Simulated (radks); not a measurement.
**Lu³⁺ in [Xe] 4f14: an all-electron calculation**

Wanted: eigenvalues, radial structure and energy terms of the lutetium ion Lu3+.

Program: radks (a radial shooting solver on a logarithmic mesh, Libxc functionals) version 1. Level of theory: Dirac Kohn-Sham, Wu-Cohen GGA, spin-unpolarised, spherical densities, finite nucleus. These are calculated values, not measurements, unless marked.

**1. What is computed**

| Quantity | Value |
| --- | --- |
| element | lutetium (Z = 71) |
| charge | +3 |
| electrons | 68 |
| configuration | [Xe] 4f14 |
| nuclear rms radius | 5.37 fm |

Outer shells as boxes (Hund's rule):

Lu³⁺
```
[Xe] core
4f [↑↓][↑↓][↑↓][↑↓][↑↓][↑↓][↑↓]
```

**2. The run**

Settings of this run:

```text
Z 71
configuration [Xe] 4f14
relativity Dirac
functional wc,pbe
spin unpolarised
j_filling energy
nucleus finite rms 5.37 fm
c 137.035999084
```

The run is started by

```sh
python run_ks.py task.json out
```

The same process makes all the runs of this session.

**Question.** What will this run give?

The runs gave:

```
                        quantity                   value
                    total energy     -14576.6294 hartree
exchange-correlation share of it                  2.06 %
                            −T/E                  1.1143
          highest occupied level       4f7/2, -35.523 eV
    most extended occupied level  5p3/2, <r> = 1.40 bohr
 radius at density 0.001 e/bohr³               3.06 bohr
    maxima of the radial density                       4
         ionisation energy, NIST    45.25 (semi-emp.) eV
```

5 principal shells are occupied and 4 maxima appear in the radial density; where shells overlap, one shows as a shoulder or not at all. Relativity lifts −T/E to 1.114. The top level binds by 35.523 eV, 79 % of the NIST ionisation energy of 45.25 eV; the potential of a semilocal functional falls off too fast, so its top eigenvalue is too shallow. 
